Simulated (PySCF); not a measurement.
**SiSbPH4S (SMILES S[SiH]1[PH][SbH]1): levels of theory compared**

Wanted: a comparison of 3 runs (HF/STO-3G, PBE0/def2-SVP, TPSSh/def2-SVPD) of SiSbPH4S. The job is set up through a Python script.

Program for the calculation: PySCF 2.14.0.

### Step 1. Starting point

SiSbPH4S: 8 atoms, total charge 0, spin state singlet. SMILES: `S[SiH]1[PH][SbH]1`. Geometry: relaxed at PBE0-D4/def2-TZVP. This is one conformer, not always the lowest.

Bond lengths: S1–Si2 2.125 Å, Si2–P3 2.227 Å, Si2–Sb4 2.531 Å, P3–Sb4 2.592 Å, S1–H5 1.344 Å, Si2–H6 1.482 Å, P3–H7 1.425 Å, Sb4–H8 1.710 Å. Some angles: S1–Si2–P3 112.4°, S1–Si2–Sb4 121.3°, P3–Si2–Sb4 65.7°, Si2–P3–Sb4 62.8°, Si2–Sb4–P3 51.5°, S1–Si2–H6 114.3°, P3–Si2–H6 117.2°, Sb4–Si2–H6 117.0°, Si2–S1–H5 95.3°, Si2–P3–H7 90.5°.

### Step 2. Energy and forces at HF/STO-3G (run 1)

File run.py:

```python
# S[SiH]1[PH][SbH]1
import pyscf.grad
from pyscf import gto, scf

system = gto.M(
    atom='''
S     -1.745918     3.126930    -2.292427
Si     0.086360     1.035003     0.604334
P      3.285100    -1.271408    -0.864361
Sb    -0.533092    -3.689690     1.024798
H     -4.031731     3.106899    -1.184102
H      0.525911     2.476108     2.965925
H      4.486210    -1.180512     1.543339
H     -1.898419    -3.711044    -1.903143
''',
    unit='bohr',
    basis='sto-3g',
    verbose=4,
    max_memory=1860,
)

calc0 = scf.RHF(system)
calc0.conv_tol = 1e-10
calc0.kernel()
if not calc0.converged:
    calc0 = calc0.newton().run(calc0.mo_coeff, calc0.mo_occ)

e_tot = calc0.e_tot
print('E(%s) = %.9f' % ('HF', e_tot))
grad = calc0.Gradients().kernel()
calc0.analyze()
```

On the command line:

```bash
$ OMP_NUM_THREADS=1 python run.py
```

Log:

```text
PySCF version 2.14.0

[... 62 lines left out ...]
converged SCF energy = -7269.41390666037
[... 22 lines left out ...]
MO #2   energy= -161.186462765561  occ= 2
[... 7 lines left out ...]
MO #10  energy= -28.4838608482768  occ= 2
[... 7 lines left out ...]
MO #18  energy= -8.63195512452316  occ= 2
[... 7 lines left out ...]
MO #26  energy= -5.04236795661657  occ= 2
[... 7 lines left out ...]
MO #34  energy= -1.20469222197913  occ= 2
[... 7 lines left out ...]
MO #42  energy= -0.561758882613884 occ= 2
[... 7 lines left out ...]
MO #50  energy= -0.209584654944492 occ= 2
[... 7 lines left out ...]
MO #58  energy= 0.571182475837475  occ= 0
[... 69 lines left out ...]
Dipole moment(X, Y, Z, Debye): -0.19153,  1.33967,  0.52835
```

Run time: 14 s. Hardware: 1 thread of Intel Xeon at 2.50GHz (Skylake/Cascade Lake), shared host; peak memory 0.13 GiB.

### Step 3. Energy and forces at PBE0/def2-SVP (core potential) (run 2)

File mol.xyz:

```xyz
8
H4PSSbSi
S     -0.923900     1.654700    -1.213100
Si     0.045700     0.547700     0.319800
P      1.738400    -0.672800    -0.457400
Sb    -0.282100    -1.952500     0.542300
H     -2.133500     1.644100    -0.626600
H      0.278300     1.310300     1.569500
H      2.374000    -0.624700     0.816700
H     -1.004600    -1.963800    -1.007100
```

File input.py:

```python
import pyscf.grad
from pyscf import gto, dft

molecule = gto.Mole()
molecule.atom = 'mol.xyz'
molecule.basis = 'def2-svp'
molecule.max_memory = 1860
molecule.ecp = {'Sb': 'def2-svp'}
molecule.spin = 0
molecule.verbose = 3
molecule.build()

calc0 = dft.RKS(molecule, xc='pbe0')
calc0.conv_tol = 1e-10
calc0.grids.level = 5
calc0.kernel()
if not calc0.converged:
    calc0 = calc0.newton().run(calc0.mo_coeff, calc0.mo_occ)

energy = calc0.e_tot
print('E = %.10f Eh' % energy)
grad = calc0.Gradients().kernel()
calc0.analyze()
```

On the command line:

```bash
$ OMP_NUM_THREADS=1 python input.py
```

Log:

```text
converged SCF energy = -1271.02158687177
[... 13 lines left out ...]
MO #4   energy= -8.01501976304947  occ= 2
[... 11 lines left out ...]
MO #16  energy= -3.97939083316569  occ= 2
[... 11 lines left out ...]
MO #28  energy= -0.508869060326781 occ= 2
[... 11 lines left out ...]
MO #40  energy= 0.0166004950483774 occ= 0
[... 11 lines left out ...]
MO #52  energy= 0.313881110456053  occ= 0
[... 11 lines left out ...]
MO #64  energy= 0.570237656623819  occ= 0
[... 11 lines left out ...]
MO #76  energy= 0.826501666377426  occ= 0
[... 11 lines left out ...]
MO #88  energy= 1.57010742489988   occ= 0
[... 11 lines left out ...]
MO #100 energy= 54.5318214318917   occ= 0
[... 9 lines left out ...]
Dipole moment(X, Y, Z, Debye): -1.19624, -0.11642,  1.60550
```

Wall time 91 s (1 thread of Intel Xeon at 2.50GHz (Skylake/Cascade Lake), shared host); peak memory 0.99 GiB.

### Step 4. Energy and gradient at TPSSh/def2-SVPD (core potential) (run 3)

File input.py:

```python
import pyscf.grad
from pyscf import gto, dft

molecule = gto.Mole()
molecule.atom = '''
S     -1.745918     3.126930    -2.292427
Si     0.086360     1.035003     0.604334
P      3.285100    -1.271408    -0.864361
Sb    -0.533092    -3.689690     1.024798
H     -4.031731     3.106899    -1.184102
H      0.525911     2.476108     2.965925
H      4.486210    -1.180512     1.543339
H     -1.898419    -3.711044    -1.903143
'''
molecule.unit = 'bohr'
molecule.verbose = 3
molecule.basis = 'def2-svpd'
molecule.ecp = {'Sb': 'def2-svp'}
molecule.max_memory = 1860
molecule.spin = 0
molecule.build()

mf = dft.RKS(molecule)
mf.xc = 'tpssh'
mf.conv_tol = 1e-10
mf.grids.level = 5
mf.kernel()
if not mf.converged:
    mf = mf.newton().run(mf.mo_coeff, mf.mo_occ)

etot = mf.e_tot
print('E(%s) = %.9f' % ('TPSSH', etot))
grad = mf.Gradients().kernel()
dip = mf.dip_moment()
pop, q = mf.mulliken_pop()
```

On the command line:

```bash
$ OMP_NUM_THREADS=1 python input.py
```

Log:

```text
converged SCF energy = -1271.39554439422
[... 9 lines left out ...]
Dipole moment(X, Y, Z, Debye): -0.91514, -0.31273,  1.48628
[... 148 lines left out ...]
charge of    7H =     -0.02429
```

Wall time 3.5 min (1 thread of Intel Xeon at 2.50GHz (Skylake/Cascade Lake), shared host); peak memory 1.5 GiB.

### Step 5. Overview of the runs

```tsv
run	level	core potential	integration grid	energy (Eh)	dipole moment (D)	HOMO energy (eV)	LUMO energy (eV)	wall time
1	HF/STO-3G	–	–	-7269.413907	1.45	-5.70	6.20	14 s
2	PBE0/def2-SVP (core potential)	def2-svp	5	-1271.021587	2.01	-6.59	-1.18	91 s
3	TPSSh/def2-SVPD (core potential)	def2-svp	5	-1271.395544	1.77	-6.15	-1.69	3.5 min
```

### Step 6. Results

| quantity | value |
| --- | --- |
| run 3: total energy | -1271.39554 Eh |
| run 3: dipole moment | 1.77 D |
| run 3: HOMO energy | -6.15 eV |
| run 3: LUMO energy | -1.69 eV |
| run 3: HOMO–LUMO gap | 4.46 eV |
| run 3: largest force on an atom | 0.466 eV/Å |

The dipole moment (its size) runs from 1.45 D (HF/STO-3G) to 2.01 D (PBE0/def2-SVP). The two ends differ in method and basis and core potential. The HOMO–LUMO gap runs from 4.46 eV (TPSSh/def2-SVPD) to 11.91 eV (HF/STO-3G). Totals of different functionals can't be ranked against each other. Some runs of one species differ in core potentials or relativity; totals across that change don't compare. In run 1 the basis is minimal, so the values are rough. In run 1 relativity is left out where basis or elements ask for it. All runs together took 5.3 min, the longest 3.5 min.
